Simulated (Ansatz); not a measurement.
**GeH4 (singlet): the correlation ladder at scale of all distances = 1.750, 6-31G**

Aim: climb from Hartree-Fock through coupled cluster and multireference methods for GeH4 (singlet) at one geometry and basis, and see what each rung misses.

Program: Ansatz 0.2.0, Gaussian basis. Level of theory: 6-31G, core rule «outside noble gas», up to 14 orbitals frozen. These are calculated values, not measurements.

The runs, in order: UHF; CCSD(T) on RHF; CCSD(T) on UHF; BCCD(T) on RHF; CISD; CCSDT(Q) on RHF; CCSDT(Q) on UHF; CCSDTQ on RHF; CASSCF and MRCISD+Q, 2 electrons in 2 orbitals; CASSCF and NEVPT2, 2 electrons in 2 orbitals; CASSCF and MRCISD+Q, 8 electrons in 8 orbitals; CASSCF and NEVPT2, 8 electrons in 8 orbitals; Full CI.

19 further runs of the same task are left out: 1 for a mislabelled method, 1 for a known fault of the program, 11 that didn't finish, 6 set aside as unsound or not needed.

### 1 The geometry

The geometry derives from a PBE0/def2-TZVP stationary point (not a proven minimum). All distances are scaled together. No spin-orbit coupling is included. The filled d shell of Ge may be among the frozen orbitals whatever the setting's name suggests; the logs give the count.

5 atoms, charge 0, spin multiplicity 1.

Atoms are counted from 1 here; the program's logs count them from 0.

No contacts short enough for the rule that draws bonds.

As a file:

```xyz
5

Ge    0.0000    0.0000    0.0000
H     1.5476    1.5526    1.5506
H    -1.5538   -1.5470    1.5499
H    -1.5467    1.5479   -1.5561
H     1.5529   -1.5535   -1.5443
```

### 2 UHF

in.yaml

```yaml
crystal:
  periodic: [false, false, false]
  atoms:
    - {symbol: Ge, position_ang: [0.000000, 0.000000, 0.000000]}
    - {symbol: H, position_ang: [1.547567, 1.552598, 1.550582]}
    - {symbol: H, position_ang: [-1.553800, -1.547036, 1.549907]}
    - {symbol: H, position_ang: [-1.546694, 1.547898, -1.556142]}
    - {symbol: H, position_ang: [1.552928, -1.553459, -1.544347]}
basis:
  gaussian: {orbitals: 6-31G}
magnetization: {spin_polarized: true, initial_magnetization: 0}
hamiltonian: {xc: hf}
output: {orbitals: {seedname: orbitals}}
```

Command:

```sh
ansatz run in.yaml --threads 1 --pin off --events-out ev --progress --plain --max-ram 2393MiB
```

The runs that follow: CCSD(T) on RHF; CCSD(T) on UHF; BCCD(T) on RHF; CISD; CCSDT(Q) on RHF; CCSDT(Q) on UHF; CCSDTQ on RHF; CASSCF and MRCISD+Q, 2 electrons in 2 orbitals; CASSCF and NEVPT2, 2 electrons in 2 orbitals; CASSCF and MRCISD+Q, 8 electrons in 8 orbitals; CASSCF and NEVPT2, 8 electrons in 8 orbitals; Full CI.

Before running them: what should the planned runs give, taken together? Wanted: FCI below the RHF energy; RMP2 from FCI; UMP2 from FCI; RCCSD from FCI; RCCSD(T) from FCI; UCCSD(T) from FCI; RCCSDT(Q) from FCI; UCCSDT(Q) from FCI; NEVPT2 valence from FCI.

The runs gave:

| quantity | value |
| --- | --- |
| FCI below the RHF energy | -6.9590 eV |
| RMP2 from FCI | +71.38 kcal/mol |
| UMP2 from FCI | +43.93 kcal/mol |
| RCCSD from FCI | +20.51 kcal/mol |
| RCCSD(T) from FCI | +6.71 kcal/mol |
| UCCSD(T) from FCI | +5.46 kcal/mol |
| RCCSDT(Q) from FCI | +0.06 kcal/mol |
| UCCSDT(Q) from FCI | +0.25 kcal/mol |
| NEVPT2 valence from FCI | +2.97 kcal/mol |
| MRCISD+Q valence from FCI | +0.04 kcal/mol |
| levels within 1 kcal/mol (43 meV) | RCCSDT(Q), UCCSDT(Q), RCCSDTQ, MRCISD valence, MRCISD+Q valence |
| T1 diagnostic | 0.028 |
| effectively unpaired electrons | 2.40 |

RCCSD(T) misses by +6.71 kcal/mol, 4.2 % of the correlation energy. CCSD(T) misses by +6.71 kcal/mol on the restricted determinant and by +5.46 kcal/mol on the unrestricted one; the two need not hold the same state or core. The occupations show strong static correlation (2.4 unpaired electrons where one determinant has 0). Of the multireference levels listed MRCISD+Q valence comes nearest in total energy (+0.04 kcal/mol), which doesn't show that its space is the better one. Coupled cluster took another determinant than the lowest Hartree-Fock one. These misses are within one basis, not against nature.
